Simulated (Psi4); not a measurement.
# CCSD/def2-SVPD (core potential) run of SnH3Br (SnBrH3)

What is the energy change on altering one bond length of SnH3Br (SnBrH3) at CCSD/def2-SVPD (core potential)? 

The calculation is run with Psi4 1.11.

1 further run of the same task is left out (set aside as unsound or not needed).

## (1) The molecule

SnH3Br: 5 atoms, total charge 0, spin state singlet. SMILES: `[H][Sn]([H])([H])[Br]`. The shape comes from GFN2-xTB, which is rough for such elements, and wasn't checked as a minimum.

Bond lengths: Sn1–Br2 2.455 Å, Sn1–H3 1.674 Å, Sn1–H4 1.674 Å, Sn1–H5 1.674 Å. Angles: Br2–Sn1–H3 106.8°, Br2–Sn1–H4 106.8°, Br2–Sn1–H5 106.8°, H3–Sn1–H4 112.0°, H3–Sn1–H5 112.0°, H4–Sn1–H5 112.1°.

## (2) The energy at CCSD/def2-SVPD (core potential)

run.py reads:

```python
import psi4

psi4.set_memory(1600000000)
psi4.set_num_threads(1)
psi4.core.set_output_file('output.dat', False)

mol = psi4.geometry("""
0 1
Sn    -0.001560     0.001550    -0.201000
Br     0.012690    -0.020700     2.254080
H      1.598490     0.011380    -0.692950
H     -0.808630     1.392010    -0.667020
H     -0.800990    -1.384240    -0.693110
symmetry c1
no_reorient
no_com
""")

psi4.set_options({
    'puream': True,
    'e_convergence': 1e-09,
    'd_convergence': 1e-08,
    'scf_type': 'pk',
    'num_frozen_docc': 13,
})

E, wfn = psi4.energy('ccsd/def2-SVPD', return_wfn=True)
print(f'ccsd/def2-SVPD energy: {E:.10f} Eh')
```

Command:

```console
$ python run.py
```

output.dat:

```text
[...]
    !!!  WARNING: ECP capability is in beta. Please check occupations closely.  !!!
[...]
  Running in c1 symmetry.
[...]
  Nuclear repulsion =  203.995884993954490
[...]
  Multiplicity = 1
[...]
  Nalpha       = 30
  Nbeta        = 30
[...]
    Number of basis functions: 97
[...]
   @RHF iter   1: -2786.99321557721578   -2.98303e+00   1.14320e-02 DIIS/ADIIS
[...]
   @RHF iter  10: -2787.21913226342440   -8.18545e-12   6.52183e-09 DIIS
[...]
    Orbital Energies [Eh]
    ---------------------
    Doubly Occupied:
       1A   -489.962457     2A    -65.130088     3A    -58.501855
       4A    -58.500910     5A    -58.500910     6A     -9.820670
       7A     -7.435444     8A     -7.429450     9A     -7.429450
      10A     -5.900261    11A     -4.092429    12A     -4.087815
      13A     -4.087813    14A     -3.177175    15A     -3.174748
      16A     -3.174748    17A     -3.168553    18A     -3.168553
      19A     -1.362580    20A     -1.358047    21A     -1.358045
      22A     -1.351031    23A     -1.351023    24A     -0.991966
      25A     -0.689785    26A     -0.485340    27A     -0.485214
      28A     -0.460775    29A     -0.408269    30A     -0.408241
[...]
  @RHF Final Energy: -2787.21913226342440
   => Energetics <=
    Nuclear Repulsion Energy =            203.9958849939544905
    One-Electron Energy =               -4367.5227467891545530
    Two-Electron Energy =                1376.3077295317750668
    Total Energy =                      -2787.2191322634243988
[...]
 Multipole Moments:
 ------------------------------------------------------------------------------------
     Multipole            Electronic (a.u.)      Nuclear  (a.u.)        Total (a.u.)
 ------------------------------------------------------------------------------------
 L = 1.  Multiply by 2.5417464519 to convert [e a0] to [Debye]
 Dipole X            :         -0.7601008            0.7534338           -0.0066670
 Dipole Y            :          1.2767591           -1.2684787            0.0082805
 Dipole Z            :       -137.8346530          136.8496574           -0.9849956
 Magnitude           :                                                    0.9850529
[...]
      * MP2 total energy                      = -2787.583119008454105
[...]
      * CCSD total energy                     = -2787.607387915837535
```

The script printed:

```text
ccsd/def2-SVPD energy: -2787.6073879158 Eh
```

Wall time 26 s (1 thread of Intel Xeon 6975P-C (Granite Rapids), shared host); peak memory 0.69 GiB.

## (3) The distorted shape

input.json reads:

```json
{
  "schema_name": "qcschema_input",
  "schema_version": 1,
  "molecule": {
    "schema_name": "qcschema_molecule",
    "schema_version": 2,
    "symbols": ["Sn", "Br", "H", "H", "H"],
    "geometry": [-0.01641227, 0.02395228, -2.699487, 0.02398062, -0.03911733, 4.25959386, 3.00724401, 0.04252829, -3.62913776, -1.54155353, 2.65154087, -3.58013717, -1.52711603, -2.59481129, -3.62944012],
    "molecular_charge": 0,
    "molecular_multiplicity": 1,
    "fix_symmetry": "c1",
    "fix_com": true,
    "fix_orientation": true
  },
  "driver": "energy",
  "model": {
    "method": "ccsd",
    "basis": "def2-SVPD"
  },
  "keywords": {
    "reference": "rhf",
    "puream": true,
    "e_convergence": 1e-09,
    "d_convergence": 1e-08,
    "scf_type": "pk",
    "num_frozen_docc": 13
  }
}
```

Command:

```console
$ psi4 --qcschema input.json -n 1 --memory 1600MB
```

stdout:

```text
[...]
    !!!  WARNING: ECP capability is in beta. Please check occupations closely.  !!!
[...]
  Running in c1 symmetry.
[...]
  Nuclear repulsion =  144.524763381375976
[...]
  Multiplicity = 1
[...]
  Nalpha       = 30
  Nbeta        = 30
[...]
    Number of basis functions: 97
[...]
   @RHF iter   1: -2786.85420083943836   -3.07607e+00   1.16916e-02 ADIIS/DIIS
[...]
   @RHF iter  11: -2787.13079176661086   -2.68301e-11   9.00843e-09 DIIS
[...]
    Orbital Energies [Eh]
    ---------------------
    Doubly Occupied:
       1A   -489.900868     2A    -65.067055     3A    -58.438989
       4A    -58.437939     5A    -58.437939     6A     -9.755893
       7A     -7.369806     8A     -7.364705     9A     -7.364705
      10A     -5.966521    11A     -4.159774    12A     -4.152504
      13A     -4.152502    14A     -3.111906    15A     -3.109903
      16A     -3.109903    17A     -3.103966    18A     -3.103966
      19A     -1.424636    20A     -1.422928    21A     -1.422927
      22A     -1.414392    23A     -1.414383    24A     -0.895650
      25A     -0.734466    26A     -0.523634    27A     -0.523483
      28A     -0.345833    29A     -0.345832    30A     -0.345399
[...]
  @RHF Final Energy: -2787.13079176661086
   => Energetics <=
    Nuclear Repulsion Energy =            144.5247633813759762
    One-Electron Energy =               -4249.4662951076579702
    Two-Electron Energy =                1317.8107399596713094
    Total Energy =                      -2787.1307917666108551
[...]
 Multipole Moments:
 ------------------------------------------------------------------------------------
     Multipole            Electronic (a.u.)      Nuclear  (a.u.)        Total (a.u.)
 ------------------------------------------------------------------------------------
 L = 1.  Multiply by 2.5417464519 to convert [e a0] to [Debye]
 Dipole X            :         -0.4384379            0.4168262           -0.0216117
 Dipole Y            :          0.7749381           -0.7428985            0.0320395
 Dipole Z            :        -82.4504624           78.8583560           -3.5921064
 Magnitude           :                                                    3.5923142
[...]
      * MP2 total energy                      = -2787.495847826062800
[...]
      * CCSD total energy                     = -2787.523845120822898
[...]
```

The result, in JSON:

```text
{
 "driver": "energy",
 "model": {
  "method": "ccsd",
  "basis": "def2-SVPD"
 },
 "success": true,
 "return_result": -2787.523845120823,
 "properties": {
  "calcinfo_nbasis": 97,
  "calcinfo_nmo": 97,
  "calcinfo_nalpha": 30,
  "calcinfo_nbeta": 30,
  "calcinfo_natom": 5,
  "nuclear_repulsion_energy": 144.52476338137598,
  "return_energy": -2787.523845120823,
  "scf_one_electron_energy": -4249.466295107658,
  "scf_two_electron_energy": 1317.8107399596713,
  "scf_dipole_moment": [-0.021611718354369924, 0.03203953726088682, -3.5921063503177493],
  "scf_total_energy": -2787.130791766611,
  "scf_iterations": 11,
  "mp2_same_spin_correlation_energy": -0.09899757727668612,
  "mp2_opposite_spin_correlation_energy": -0.2660584821787853,
  "mp2_singles_energy": -3.33362869973855e-26,
  "mp2_doubles_energy": -0.3650560594554714,
  "mp2_correlation_energy": -0.3650560594554714,
  "mp2_total_energy": -2787.495847826063,
  "ccsd_same_spin_correlation_energy": -0.09332599265545238,
  "ccsd_opposite_spin_correlation_energy": -0.29972736156038,
  "ccsd_singles_energy": 0.0,
  "ccsd_doubles_energy": -0.3930533542158324,
  "ccsd_correlation_energy": -0.39305335421583254,
  "ccsd_total_energy": -2787.523845120823,
  "ccsd_iterations": 17
 }
}
```

Wall time 25 s (1 thread of Intel Xeon 6975P-C (Granite Rapids), shared host); peak memory 0.69 GiB.

## (4) Outcome

Level: CCSD/def2-SVPD (core potential), 13 core orbitals frozen.

```
                                                           quantity           value
                                          first shape: total energy  -2787.60739 Eh
                   first shape: HOMO energy (Hartree–Fock orbitals)       -11.11 eV
                   first shape: LUMO energy (Hartree–Fock orbitals)         1.43 eV
                 first shape: HOMO–LUMO gap (Hartree–Fock orbitals)        12.54 eV
          first shape: correlation energy (13 core orbitals frozen)      -388.3 mEh
                                         first shape: T1 diagnostic           0.007
                                      distorted shape: total energy  -2787.52385 Eh
               distorted shape: HOMO energy (Hartree–Fock orbitals)        -9.40 eV
               distorted shape: LUMO energy (Hartree–Fock orbitals)        -1.61 eV
             distorted shape: HOMO–LUMO gap (Hartree–Fock orbitals)         7.79 eV
      distorted shape: correlation energy (13 core orbitals frozen)      -393.1 mEh
                                     distorted shape: T1 diagnostic           0.021
energy change with the Sn1–Br2 bond stretched from 2.455 to 3.683 Å        2.273 eV
```

With the Sn1–Br2 bond stretched from 2.455 to 3.683 Å the energy rises by 2.27 eV (52 kcal/mol). The first shape isn't relaxed at this level, so the change isn't measured from a minimum. A restricted reference can't describe the breaking bond well at this length. The T1 diagnostic (distorted shape) of 0.021 is above the customary mark for such species, so a single reference may not serve.
